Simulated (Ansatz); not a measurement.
This script drives the Ansatz DFT code, driven from Python.

`run_disp.py`:
```python
import ansatz as az

geometry_ang = [
    ('C', (-1.184, -0.6302, 0.9439)),
    ('Si', (-0.2199, 0.0696, -0.4825)),
    ('C', (1.5472, -0.3594, -0.2713)),
    ('F', (-0.6454, -0.6678, -1.8168)),
    ('C', (-0.4495, 1.9227, -0.7056)),
    ('N', (-0.5854, 3.0956, -0.7884)),
    ('H', (-1.0872, -1.6667, 1.03)),
    ('H', (-2.257, -0.3578, 0.7741)),
    ('H', (-0.9249, -0.1122, 1.9215)),
    ('H', (2.1767, -0.017, -1.0863)),
    ('H', (1.7013, -1.4432, -0.1479)),
    ('H', (2.0052, 0.1112, 0.6633)),
]
molecule = az.Crystal.molecule()
for symbol, xyz in geometry_ang:
    molecule = molecule.atom(symbol, xyz)

model = molecule.calculation().basis(gaussian='def2-SVP')
for name in ['pbe0', 'b3lyp']:
    for correction in ('d3bj', 'd4'):
        r = model.functional(name, dispersion=correction).run(threads=1).report
        print(f'{name:8s} {correction:5s} total {r["free_energy_ev"]:.5f} eV, of which dispersion {1000 * r["dispersion"]["energy"]["ev"]:.2f} meV')
```

It is started by `python run_disp.py`. How long does it take on 1 thread of Arm Neoverse V1, with other jobs on the host, and how much memory does it need?

It took about 16 s, with a peak of 0.29 GiB, for 4 runs of the engine.

```console
$ python run_disp.py
pbe0     d3bj  total -15275.71551 eV, of which dispersion -232.93 meV
pbe0     d4    total -15275.70011 eV, of which dispersion -217.52 meV
b3lyp    d3bj  total -15288.08540 eV, of which dispersion -463.95 meV
b3lyp    d4    total -15288.03094 eV, of which dispersion -409.49 meV
```

Notes:
- These settings explore the input space; basis and method may be short of convergence.
- The geometry is a force-field or estimated start, not a minimum of this method, and the basis set is short of its limit. D4 holds the three-body term, and d3bj doesn't.
- b3lyp holds the VWN-RPA fit, as in Gaussian; the form of ORCA and Turbomole is b3lyp5.
